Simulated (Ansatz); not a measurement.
# CH6BClO: the cost of one run

Method: RHF/def2-SVP, in Ansatz 0.2.0.

## 1. The starting structure

Bond lengths: B1–O3 1.410 Å, O3–H4 1.010 Å, B1–C5 1.600 Å, C5–H6 1.110 Å, C5–H7 1.110 Å, C5–H8 1.110 Å, B1–Cl9 2.160 Å, Cl9–H10 1.527 Å. Angles: B1–O3–H4 109.5°, O3–B1–C5 120.0°, O3–B1–Cl9 96.8°, C5–B1–Cl9 101.3°, B1–C5–H6 109.5°, B1–C5–H7 109.5°, B1–C5–H8 109.5°, H6–C5–H7 109.4°, H6–C5–H8 109.4°, H7–C5–H8 109.4°, B1–Cl9–H10 58.2°.

Structure file:

```xyz
10

B     0.0000    0.0000    0.0000
H     0.0000    0.0000    1.5400
O     1.2211    0.0000   -0.7050
H     1.5209   -0.9519   -0.8599
C    -1.3856    0.0000   -0.8000
H    -1.9458   -0.9305   -0.5708
H    -1.9898    0.8797   -0.4946
H    -1.1839    0.0508   -1.8903
Cl    0.0968    2.0475    0.6811
H     0.0414    0.8758    1.6586
```

## 2. A restrained relaxation towards end A

Springs on the bonds that form and break draw the guess towards this end; the thresholds are loose.

File input.yaml:

```yaml
crystal:
  periodic: [false, false, false]
  atoms:
    - { symbol: B, position_ang: [0.0, 0.0, 0.0] }
    - { symbol: H, position_ang: [0.0, 0.0, 1.54] }
    - { symbol: O, position_ang: [1.2211, 0.0, -0.705] }
    - { symbol: H, position_ang: [1.5209, -0.9519, -0.8599] }
    - { symbol: C, position_ang: [-1.3856, 0.0, -0.8] }
    - { symbol: H, position_ang: [-1.9458, -0.9305, -0.5708] }
    - { symbol: H, position_ang: [-1.9898, 0.8797, -0.4946] }
    - { symbol: H, position_ang: [-1.1839, 0.0508, -1.8903] }
    - { symbol: Cl, position_ang: [0.0968, 2.0475, 0.6811] }
    - { symbol: H, position_ang: [0.0414, 0.8758, 1.6586] }
basis:
  gaussian: { orbitals: def2-SVP }
hamiltonian:
  xc: hf
relax:
  f_tol: 0.15
  max_steps: 25
  restrain:
    - { distance: [0, 8], at: 3.06, k: 30.0 }
    - { distance: [9, 1], at: 1.86, k: 30.0 }
    - { distance: [0, 1], at: 1.19, k: 30.0 }
    - { distance: [9, 8], at: 1.37, k: 30.0 }
```

The run is started by

```
$ ansatz run input.yaml --threads 1 --pin off --max-ram 2048MiB --backend cpu --events-out ev --progress --plain --runs-dir out
```

Q: Estimate wall time and peak memory on 1 thread of Arm Neoverse V2, shared host.

About 21 s, with a peak of 0.16 GiB.
